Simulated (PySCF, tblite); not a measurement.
# Bi₂₅H₁₃: electronic excitations

What do calculations give for the electronic excitations of Bi₂₅H₁₃?

Programs: tblite 0.8.0 and PySCF 2.14.0, with routines of our own; each step states its level. All values are computed. Atoms count from 0.

## 1. The starting structure

38 atoms, charge 0, multiplicity 1; geometry from: force field, distance geometry or constructed start.

## 2. Geometry optimisation with GFN2-xTB

Job settings and geometry (Å):

```
{"job": {"kind": "relax", "xc": "GFN2-xTB", "basis": "xTB"}, "charge": 0, "multiplicity": 1}
Bi    -2.170500     3.501600    -0.856600
Bi    -4.353900     4.762000     0.868100
Bi    -6.520900     3.501100    -0.854000
Bi    -6.526800     0.995900     0.868800
Bi    -4.351700    -0.265600    -0.851600
Bi    -2.178700     0.991000     0.872400
Bi     6.526200     3.505100    -0.858300
Bi     4.354100     4.762100     0.876500
Bi     2.178100     3.501300    -0.855400
Bi     2.172600     0.990700     0.876600
Bi     4.348600    -0.265600    -0.857100
Bi     6.523600     0.989500     0.875000
Bi    -8.704800    -0.263700    -0.850000
Bi    -8.699200    -2.776900     0.872300
Bi    -6.528300    -4.027100    -0.854800
Bi    -4.352600    -2.775700     0.881300
Bi     0.000400     4.761300     0.875900
Bi    -0.001100    -0.267800    -0.856000
Bi    -0.000600    -2.774500     0.877500
Bi     2.178200    -4.031300    -0.852300
Bi     4.348400    -2.772500     0.876500
Bi     8.700500    -0.262900    -0.855200
Bi     6.529500    -4.027600    -0.848400
Bi     8.697200    -2.780600     0.873500
Bi    -2.174900    -4.029600    -0.854100
H     -4.356800     6.249100    -0.149200
H     -7.816300     4.251100     0.171000
H      7.816400     4.249400     0.172900
H      4.351300     6.250400    -0.153700
H     -9.991300     0.481300     0.175100
H     -9.988800    -3.521000    -0.152800
H     -6.528000    -5.521600     0.171900
H     -0.001000     6.250100    -0.153600
H      2.177500    -5.524200     0.175400
H      9.993600     0.482700     0.168400
H      6.526600    -5.520700     0.168800
H      9.991600    -3.521500    -0.155800
H     -2.174500    -5.520400     0.169100
```

Started as:

```console
$ OMP_NUM_THREADS=2 python large_run.py task.json out
```

The driver reads the jobs from task.json and runs them one after another.

What it wrote:

```text
step      E/eV     max force
  0   -1812.53563    0.688
  1   -1812.65232    0.531
  2   -1812.82725    0.150
  3   -1812.83251    0.128
  4   -1812.87911    0.232
  5   -1812.89767    0.261
  6   -1812.93214    0.242
  7   -1812.95674    0.146
  8   -1812.96938    0.104
  9   -1812.97243    0.088
 10   -1812.97548    0.080
 11   -1812.98187    0.109
 12   -1812.99237    0.135
 13   -1813.00353    0.120
 14   -1813.00936    0.074
 15   -1813.01102    0.053
 16   -1813.01169    0.045
 17   -1813.01255    0.044
 18   -1813.01354    0.053
 19   -1813.01474    0.073
 20   -1813.01641    0.083
 21   -1813.01897    0.092
 22   -1813.02197    0.072
 23   -1813.02394    0.046
 24   -1813.02466    0.043
 25   -1813.02491    0.035
 26   -1813.02522    0.027
 27   -1813.02568    0.035
 28   -1813.02633    0.055
 29   -1813.02712    0.066
 30   -1813.02791    0.055
 31   -1813.02843    0.029
 32   -1813.02866    0.020
 33   -1813.02877    0.018
```

Run time: 1.7 s. Hardware: 2 threads of Arm Neoverse N1, shared host; peak memory 0.16 GiB.

Along the way:

```tsv
step	energy from step 0 (eV)	largest force (eV/Å)
0	0.0000	0.6876
1	-0.1167	0.5305
2	-0.2916	0.1504
3	-0.2969	0.1276
4	-0.3435	0.2320
5	-0.3620	0.2612
6	-0.3965	0.2419
7	-0.4211	0.1461
8	-0.4337	0.1044
9	-0.4368	0.0874
11	-0.4462	0.1086
13	-0.4679	0.1195
15	-0.4754	0.0532
17	-0.4769	0.0435
19	-0.4791	0.0727
21	-0.4833	0.0924
23	-0.4883	0.0455
25	-0.4893	0.0350
27	-0.4900	0.0352
29	-0.4915	0.0663
30	-0.4923	0.0546
31	-0.4928	0.0280
32	-0.4930	0.0201
33	-0.4931	0.0180
```

Close pairs (by a distance rule), those that changed most:

```tsv
bond	before (Å)	after (Å)	change (Å)
Bi21–Bi23	3.054	2.983	-0.071
Bi6–Bi11	3.055	2.985	-0.070
Bi0–Bi1	3.055	2.985	-0.069
Bi7–Bi8	3.054	2.985	-0.068
Bi14–Bi15	3.052	2.984	-0.068
Bi8–Bi16	3.054	2.987	-0.067
Bi20–Bi22	3.051	2.984	-0.067
Bi15–Bi24	3.054	2.987	-0.067
```

The next job starts from the end point, and lists it.

## 3. Vibrational analysis with GFN2-xTB

Job settings and geometry (Å):

```
{"job": {"kind": "ir", "xc": "GFN2-xTB", "basis": "xTB"}, "charge": 0, "multiplicity": 1}
Bi    -2.144299     3.419516    -0.846027
Bi    -4.271755     4.645499     0.851679
Bi    -6.406116     3.422415    -0.838133
Bi    -6.398089     0.963562     0.854435
Bi    -4.272934    -0.261683    -0.845156
Bi    -2.139772     0.964998     0.853462
Bi     6.406329     3.422919    -0.837220
Bi     4.271413     4.645489     0.852060
Bi     2.144114     3.419409    -0.845882
Bi     2.139373     0.964667     0.853125
Bi     4.272860    -0.261867    -0.845202
Bi     6.398427     0.963320     0.853811
Bi    -8.533127    -0.262927    -0.831557
Bi    -8.575513    -2.724975     0.852425
Bi    -6.419369    -3.918832    -0.829458
Bi    -4.281211    -2.709390     0.864343
Bi    -0.000070     4.612565     0.856652
Bi    -0.000374    -0.262704    -0.836283
Bi    -0.000402    -2.713693     0.869996
Bi     2.138894    -3.909534    -0.836748
Bi     4.280767    -2.709292     0.864874
Bi     8.531828    -0.263526    -0.833996
Bi     6.418482    -3.918985    -0.829560
Bi     8.575762    -2.724716     0.850833
Bi    -2.139468    -3.908241    -0.838101
H     -4.242607     6.104222    -0.193863
H     -7.682359     4.115727     0.214801
H      7.682620     4.115628     0.216339
H      4.242462     6.104127    -0.192563
H     -9.766669     0.510796     0.217392
H     -9.812589    -3.442325    -0.235728
H     -6.388383    -5.379484     0.210639
H     -0.000198     6.097036    -0.148397
H      2.140082    -5.391940     0.170374
H      9.766032     0.510665     0.213187
H      6.388297    -5.379654     0.211565
H      9.811879    -3.442280    -0.237734
H     -2.140518    -5.392022     0.167697
```

What it wrote:

```text
mode    cm-1     km/mol
  1       4.9      0.00
  2       5.1      0.04
  3      10.8      0.00
  4      11.7      0.03
  5      13.7      0.43
  6      14.9      0.01
  7      16.2      0.00
  8      17.2      0.31
  9      20.2      0.01
 10      21.3      0.01
 11      21.5      0.01
 12      22.6      0.02
 13      23.2      0.06
 14      24.1      0.15
 15      25.0      0.01
 16      27.3      0.01
 17      28.0      0.00
 18      28.4      0.01
 19      29.1      0.05
 20      29.1      0.00
 21      29.9      0.03
 22      30.8      0.01
 23      31.9      0.03
 24      34.1      0.23
 25      34.2      0.01
 26      36.7      0.03
 27      37.9      0.02
 28      38.0      0.11
 29      39.2      0.05
 30      40.9      0.02
 31      42.1      0.69
 32      42.1      0.02
 33      42.6      0.30
 34      43.6      0.01
 35      46.4      0.31
 36      47.3      0.00
 37      49.6      0.00
 38      50.8      0.10
 39     139.2      0.06
 40     139.4      0.03
 41     139.4      0.04
 42     139.6      0.10
 43     139.7      0.05
 44     139.9      0.03
 45     140.2      0.01
 46     140.3      0.00
 47     140.5      0.01
 48     140.8      0.04
 49     140.8      0.09
 50     140.9      0.15
 51     141.2      0.01
 52     141.3      0.03
 53     141.4      0.14
 54     141.6      0.10
 55     141.7      0.07
 56     141.8      0.37
 57     142.1      0.01
 58     142.5      0.21
 59     142.5      0.27
 60     142.7      0.13
 61     142.8      0.16
 62     143.0      0.17
 63     143.1      0.00
 64     143.5      0.01
 65     143.7      0.03
 66     144.0      0.28
 67     144.8      0.02
 68     144.9      0.23
 69     147.5      0.04
 70     456.6     25.03
 71     457.1     86.70
 72     469.0      4.15
 73     471.4    407.53
 74     472.5     10.60
 75     472.8      7.47
 76     473.9     76.37
 77     474.3    111.46
 78     474.9     23.05
 79     475.7     98.34
 80     478.0      2.39
 81     478.8     74.22
 82     480.9     45.58
 83     481.2     23.77
 84     481.3     49.19
 85     482.0     78.79
 86     482.9      0.77
 87     483.3      5.24
 88     484.1     52.51
 89     484.9      4.52
 90     485.5      9.34
 91     485.6     83.27
 92     490.2     22.08
 93     490.6     27.88
 94     508.7     16.55
 95     508.9     14.97
 96    1662.0    102.63
 97    1662.8     12.98
 98    1665.7     44.95
 99    1666.7     29.52
100    1670.2    200.91
101    1673.4   1023.72
102    1674.4     89.71
103    1675.7   1048.34
104    1682.5    267.67
105    1687.4    796.02
106    1690.2   3137.88
107    1692.7   5846.57
108    1700.8    865.93
```

Run time: 10 s. Hardware: 2 threads of Arm Neoverse N1, shared host; peak memory 0.16 GiB.

Which atoms move in the most intense modes:

```tsv
cm⁻¹	km/mol	atoms
471	407.5	H32 46 %, H33 12 %
1673	1023.7	H30 53 %, H36 21 %
1676	1048.3	H36 57 %, H30 15 %
1682	267.7	H31 30 %, H35 23 %, H26 12 %, H33 10 %
1687	796.0	H26 22 %, H29 19 %, H34 16 %, H27 15 %
1690	3137.9	H34 22 %, H27 18 %, H29 16 %, H26 15 %
1693	5846.6	H32 34 %, H28 21 %, H25 16 %
1701	865.9	H33 21 %, H37 20 %, H31 13 %, H35 12 %
```

## 4. Electronic excitations: TDDFT PBE/def2-SVP

The job, as its differences from that of step 3:

```diff
@@ -1,2 +1,2 @@
-{"job": {"kind": "ir", "xc": "GFN2-xTB", "basis": "xTB"}, "charge": 0, "multiplicity": 1}
+{"job": {"kind": "uv", "basis": "def2-SVP", "grid": 1, "kgrid": 0, "vcut": null, "nstates": 6, "ntriplets": 2, "tda": false, "delta": ["ip_vertical"], "pop": true, "xc": "PBE"}, "charge": 0, "multiplicity": 1}
 Bi    -2.144299     3.419516    -0.846027
```

Level: TDDFT PBE/def2-SVP, vertical, gas phase, core orbitals frozen in the response.

What it wrote:

```text
start: PBE on a coarse grid of 233561 points
cycle   1  E = -5233.3769759040  dE = -5.746e+02  |g| = 1.643e+01  |ddm| = 7.175e+01
cycle   2  E = -2248.8478311659  dE =  2.985e+03  |g| = 3.773e+01  |ddm| = 3.784e+02
cycle   3  E = -4921.1060323579  dE = -2.672e+03  |g| = 1.997e+01  |ddm| = 3.975e+02
cycle   4  E = -4290.7248488221  dE =  6.304e+02  |g| = 2.754e+01  |ddm| = 2.086e+02
cycle   5  E = -5310.2525061286  dE = -1.020e+03  |g| = 1.056e+01  |ddm| = 1.682e+02
cycle   6  E = -4720.7567645061  dE =  5.895e+02  |g| = 2.429e+01  |ddm| = 5.458e+01
cycle   7  E = -5351.4377592440  dE = -6.307e+02  |g| = 5.837e+00  |ddm| = 5.074e+01
cycle   8  E = -4662.0900241041  dE =  6.893e+02  |g| = 2.612e+01  |ddm| = 5.082e+01
cycle   9  E = -5237.8984652669  dE = -5.758e+02  |g| = 1.358e+01  |ddm| = 3.978e+01
cycle  10  E = -5313.8695937228  dE = -7.597e+01  |g| = 9.841e+00  |ddm| = 1.668e+01
cycle  11  E = -5339.8777031057  dE = -2.601e+01  |g| = 6.689e+00  |ddm| = 2.017e+01
cycle  12  E = -5289.1926143234  dE =  5.069e+01  |g| = 1.074e+01  |ddm| = 2.210e+01
cycle  13  E = -5374.2797031367  dE = -8.509e+01  |g| = 1.454e+00  |ddm| = 1.611e+01
cycle  14  E = -5363.1582143306  dE =  1.112e+01  |g| = 4.254e+00  |ddm| = 9.944e+00
cycle  15  E = -5374.9611578741  dE = -1.180e+01  |g| = 7.606e-01  |ddm| = 8.859e+00
cycle  16  E = -5374.9431000454  dE =  1.806e-02  |g| = 8.023e-01  |ddm| = 2.494e+00
cycle  17  E = -5375.2003746659  dE = -2.573e-01  |g| = 3.272e-01  |ddm| = 1.902e+00
cycle  18  E = -5375.2200324075  dE = -1.966e-02  |g| = 2.392e-01  |ddm| = 8.813e-01
cycle  19  E = -5375.2446392836  dE = -2.461e-02  |g| = 7.007e-02  |ddm| = 5.039e-01
cycle  20  E = -5375.2455482835  dE = -9.090e-04  |g| = 5.596e-02  |ddm| = 1.798e-01
cycle  21  E = -5375.2466591895  dE = -1.111e-03  |g| = 2.017e-02  |ddm| = 1.116e-01
cycle  22  E = -5375.2467561117  dE = -9.692e-05  |g| = 1.282e-02  |ddm| = 4.966e-02
cycle  23  E = -5375.2468177016  dE = -6.159e-05  |g| = 3.891e-03  |ddm| = 2.662e-02
final grid: 233561 points
cycle  24  E = -5375.2467448543  dE =  7.285e-05  |g| = 1.307e-02  |ddm| = 3.342e-02
cycle  25  E = -5375.2458398295  dE =  9.050e-04  |g| = 4.618e-02  |ddm| = 1.106e-01
cycle  26  E = -5375.2468237355  dE = -9.839e-04  |g| = 3.064e-03  |ddm| = 8.504e-02
cycle  27  E = -5375.2468290167  dE = -5.281e-06  |g| = 6.829e-04  |ddm| = 6.539e-03
cycle  28  E = -5375.2468253638  dE =  3.653e-06  |g| = 3.111e-04  |ddm| = 1.520e-03
cycle  29  E = -5375.2468280995  dE = -2.736e-06  |g| = 1.106e-04  |ddm| = 5.922e-04
cycle  30  E = -5375.2468268817  dE =  1.218e-06  |g| = 5.663e-05  |ddm| = 2.334e-04
converged SCF energy = -5375.2468268817

Static polarisability (au): isotropic 1579.727, principal 747.875 1534.174 2457.134

Singlet excitations
state   eV       nm        f      main configurations
  1   2.3198    534.5   0.00137   H->L 0.98
  2   2.3302    532.1   0.00055   H-1->L 0.94
  3   2.3703    523.1   0.00060   H->L+1 0.76, H-2->L 0.22
  4   2.3964    517.4   0.00722   H-2->L 0.70, H->L+1 0.18
  5   2.4032    515.9   0.00214   H-1->L+1 0.91
  6   2.4537    505.3   0.00128   H-2->L+1 0.76, H-1->L+2 0.14

Triplet excitations (Tamm-Dancoff, eV): 2.2380 2.2548
```

Run time: 4.5 min. Hardware: 2 threads of Arm Neoverse N1, shared host; peak memory 1.7 GiB.

Warnings kept with the result: ip_vertical: open-shell SCF did not converge.

The orbitals next to the gap, with their largest atomic shares:

```tsv
orbital	eV	atoms
HOMO−4	-5.24	Bi11 10 %, Bi3 10 %, Bi21 8 %
HOMO−3	-5.15	Bi16 12 %, Bi19 10 %, Bi24 10 %
HOMO−2	-5.09	Bi3 10 %, Bi11 10 %, Bi4 8 %
HOMO−1	-5.01	Bi17 12 %, Bi5 11 %, Bi9 11 %
HOMO	-5.01	Bi9 8 %, Bi5 8 %, Bi10 7 %
LUMO	-2.72	Bi18 10 %, Bi19 9 %, Bi24 9 %
LUMO+1	-2.66	Bi17 10 %, Bi5 8 %, Bi9 8 %
LUMO+2	-2.59	Bi17 11 %, Bi9 9 %, Bi5 9 %
LUMO+3	-2.57	Bi5 8 %, Bi9 7 %, Bi18 7 %
```

With each of the 6 states as a Gaussian band of 0.4 eV half-width at 1/e, the curve within the window shown has maxima at 518 nm (ε 530) L/(mol cm). Beyond the last state computed it falls off for lack of states. The curve at chosen wavelengths:

```json
{"nm": "450", "ε (L/mol/cm)": "235"}
{"nm": "461", "ε (L/mol/cm)": "307"}
{"nm": "472", "ε (L/mol/cm)": "377"}
{"nm": "482", "ε (L/mol/cm)": "434"}
{"nm": "493", "ε (L/mol/cm)": "483"}
{"nm": "504", "ε (L/mol/cm)": "514"}
{"nm": "515", "ε (L/mol/cm)": "528"}
{"nm": "526", "ε (L/mol/cm)": "525"}
{"nm": "536", "ε (L/mol/cm)": "509"}
{"nm": "547", "ε (L/mol/cm)": "480"}
{"nm": "558", "ε (L/mol/cm)": "443"}
{"nm": "569", "ε (L/mol/cm)": "400"}
{"nm": "580", "ε (L/mol/cm)": "355"}
{"nm": "590", "ε (L/mol/cm)": "314"}
{"nm": "601", "ε (L/mol/cm)": "271"}
{"nm": "612", "ε (L/mol/cm)": "232"}
{"nm": "623", "ε (L/mol/cm)": "196"}
{"nm": "634", "ε (L/mol/cm)": "164"}
{"nm": "644", "ε (L/mol/cm)": "138"}
{"nm": "655", "ε (L/mol/cm)": "114"}
{"nm": "666", "ε (L/mol/cm)": "94"}
{"nm": "677", "ε (L/mol/cm)": "76"}
{"nm": "688", "ε (L/mol/cm)": "62"}
{"nm": "698", "ε (L/mol/cm)": "51"}
{"nm": "709", "ε (L/mol/cm)": "41"}
{"nm": "720", "ε (L/mol/cm)": "33"}
```

Further results of this job:

```tsv
property	computed
dipole moment (D)	0.34
polarisability (Å³)	234.09
HOMO–LUMO gap (eV)	2.29
−ε(HOMO) (eV)	5.01
```

## 5. Summary of results

| quantity | value |
| --- | --- |
| strongest single infrared mode (GFN2-xTB) | 1693 cm⁻¹, 5847 km/mol |
| zero-point energy (GFN2-xTB) | 56.9 kcal/mol |
| lowest singlet (PBE/def2-SVP) | 2.32 eV (534 nm), f = 0.001 |
| brightest single state of those computed | state 4, 2.40 eV, f = 0.007 |
| lowest triplet | 2.24 eV |

**Reading.** No mode is imaginary among the 108: a minimum at this level. GFN2-xTB is a fitted tight-binding method: band positions and strengths are rough. Its intensities can rank the bands wrongly. The first singlet state (HOMO→LUMO 0.98) lies at 2.32 eV and is weak; of the 6 states computed, the strongest absorption comes from states 4 to 5 together at 2.40 eV. The lowest triplet lies 0.08 eV below the lowest singlet (triplets in Tamm-Dancoff, singlets in full TDDFT). Spin-orbit coupling, left out, mixes singlets and triplets in elements this heavy.
